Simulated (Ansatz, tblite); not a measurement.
# The cluster Mg₅−: rung by rung

One table from this session's results is given with a row withheld; the runs are named, their logs left out.

Method: as each input shows; program: Ansatz 0.2.0, Gaussian basis.

Plan: GFN1-xTB, GFN2-xTB, PBE/def2-TZVPD, r2SCAN/def2-TZVPD, r2SCANh/def2-TZVPD, B3LYP/def2-TZVPD, r2SCAN0/def2-TZVPD, LC-ωPBE/def2-TZVPD, CAM-B3LYP/def2-TZVPD, PBE/def2-SVPD, PBE0/def2-SVPD, HF/STO-3G, HF/6-31G, B3LYP/6-31G, CCSD(T)/def2-SVPD, MP2/def2-TZVPD, RPA/def2-TZVPD.

1 further run of the same task is left out (set aside as unsound or not needed). Runs told in other sessions of the task aren't counted.

### The geometry

The doublet was relaxed beforehand with B3LYP/def2-SVPD. At that level it is the lowest of the isomers that a small search found.

5 atoms, charge -1, spin multiplicity 2.

Bond lengths: Mg1–Mg3 3.219 Å, Mg1–Mg4 3.289 Å, Mg2–Mg3 3.219 Å, Mg2–Mg5 3.290 Å, Mg3–Mg4 3.153 Å, Mg3–Mg5 3.154 Å. Angles: Mg3–Mg1–Mg4 57.9°, Mg3–Mg2–Mg5 57.9°, Mg1–Mg3–Mg2 170.3°, Mg1–Mg3–Mg4 62.1°, Mg1–Mg3–Mg5 127.5°, Mg2–Mg3–Mg4 127.5°, Mg2–Mg3–Mg5 62.1°, Mg4–Mg3–Mg5 65.4°, Mg1–Mg4–Mg3 59.9°, Mg2–Mg5–Mg3 59.9°.

The ion is computed in the gas phase, without counter-ions or solvent.

PBE0/def2-TZVPD was run before; its log isn't repeated, and its numbers join the tables.

The first run:

Tight binding, by tblite at 300 K electronic temperature and without a spin-polarisation term:

```python
tblite.interface.Calculator('GFN1-xTB', numbers, positions, charge=-1, uhf=1).singlepoint()
```

Tight binding, by tblite at 300 K electronic temperature and without a spin-polarisation term:

```python
tblite.interface.Calculator('GFN2-xTB', numbers, positions, charge=-1, uhf=1).singlepoint()
```

start.molden holds the orbitals of an earlier run on this state, given as this run's starting guess.

in.yaml reads:

```yaml
crystal:
  periodic: [false, false, false]
  atoms:
    - {symbol: Mg, position_ang: [-0.962358, 0.110067, -3.294211]}
    - {symbol: Mg, position_ang: [-0.589956, 1.742004, 2.899572]}
    - {symbol: Mg, position_ang: [-0.607413, 0.717716, -0.152564]}
    - {symbol: Mg, position_ang: [0.943022, -1.747651, -1.361124]}
    - {symbol: Mg, position_ang: [1.216705, -0.822135, 1.908326]}
basis:
  gaussian: {orbitals: def2-TZVPD, initial_orbitals: start.molden}
total_charge: -1
magnetization: {spin_polarized: true, initial_magnetization: 1}
hamiltonian: {xc: pbe}
scf: {omitted_lower_state_checks: [starts]}
output: {orbitals: {seedname: orbitals}}
```

Launch:

```
$ ansatz run in.yaml --threads 4 --pin off --events-out ev --progress --plain --max-ram 3916MiB
```

Among the steps run: PBE/def2-TZVPD; r2SCAN/def2-TZVPD; r2SCANh/def2-TZVPD; B3LYP/def2-TZVPD; r2SCAN0/def2-TZVPD; LC-ωPBE/def2-TZVPD; CAM-B3LYP/def2-TZVPD; PBE/def2-SVPD; PBE0/def2-SVPD; HF/STO-3G; HF/6-31G; B3LYP/6-31G; CCSD(T)/def2-SVPD; MP2/def2-TZVPD; RPA/def2-TZVPD.

One of the session's tables, all rows but one given; the rest of the session is left out.

```
               level  HOMO (eV)  LUMO (eV)  gap (eV)
           HF/STO-3G      11.26      17.44      6.18
            HF/6-31G      -1.10       3.19      4.29
       PBE/def2-SVPD       0.10       0.59      0.49
      PBE/def2-TZVPD       0.13       0.62      0.49
   r2SCAN/def2-TZVPD      -0.12       0.66      0.79
  r2SCANh/def2-TZVPD          ?          ?         ?
         B3LYP/6-31G       0.08       1.17      1.08
    B3LYP/def2-TZVPD       0.00       1.08      1.08
      PBE0/def2-SVPD      -0.37       1.03      1.40
     PBE0/def2-TZVPD      -0.33       1.07      1.40
  r2SCAN0/def2-TZVPD      -0.52       1.09      1.61
CAM-B3LYP/def2-TZVPD      -0.73       1.86      2.59
  LC-ωPBE/def2-TZVPD      -1.81       2.39      4.20
```

Estimate the missing values for r2SCANh/def2-TZVPD.

Worked estimate for «HOMO (eV)». Against the share of exact exchange, r2SCAN/def2-TZVPD (0, -0.12), r2SCAN0/def2-TZVPD (0.25, -0.52) give a slope of -1.60 per unit share; at 0.1 the line stands at -0.28.

The run gave: HOMO (eV): -0.28; LUMO (eV): 0.83; gap (eV): 1.11. In «HOMO (eV)» the line misses by 0.00.

Caveats from the session: Doubts: large T1 diagnostic, spin contamination. Notes on CCSD(T)/def2-SVPD: large T1 diagnostic, spin contamination.
